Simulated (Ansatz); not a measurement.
# HfO+ (doublet): wave-function methods side by side, def2-QZVPP

An exercise on one series of results from a longer session: the logs are not shown, and one member is left open.

Method: def2-QZVPP, core rule «outside noble gas», up to 5 orbitals frozen; program: Ansatz 0.2.0, Gaussian basis.

Plan: UHF; ROHF; CCSD(T) on UHF.

### The system

The geometry is a PBE0/def2-TZVP stationary point (not a proven minimum). No spin-orbit coupling is included. Elements past krypton take def2 core potentials.

2 atoms, charge 1, spin multiplicity 2.

Atoms are counted from 1 here; the program's logs count them from 0.

Bond lengths: Hf1–O2 1.691 Å.

The first run:

in.yaml

```yaml
crystal:
  periodic: [false, false, false]
  atoms:
    - {symbol: Hf, position_ang: [0.000000, 0.000000, 0.000000]}
    - {symbol: O, position_ang: [0.000000, 0.000000, 1.691000]}
basis:
  gaussian: {orbitals: "def2-QZVPP.json"}
total_charge: 1
magnetization: {spin_polarized: true, initial_magnetization: 1}
hamiltonian: {xc: hf}
output: {orbitals: {seedname: orbitals}}
```

Command:

```
$ ansatz run in.yaml --threads 1 --pin off --events-out ev --progress --plain --max-ram 4096MiB --backend cpu
```

Steps of the session up to this table: UHF; ROHF; CCSD(T) on UHF.

One table of the session follows, with a row left open; its other results are not shown here.

| method | from UCCSD(T) (kcal/mol) |
| --- | --- |
| ROHF | ? |
| UHF | +217.89 |
| UMP2 | -2.27 |
| UCCSD | +13.70 |
| UCCSD(T) | 0 |

Q: Estimate the row for ROHF from the others.

As computed: from UCCSD(T) (kcal/mol): +218.47. In the column «from UCCSD(T) (kcal/mol)» it is the highest.
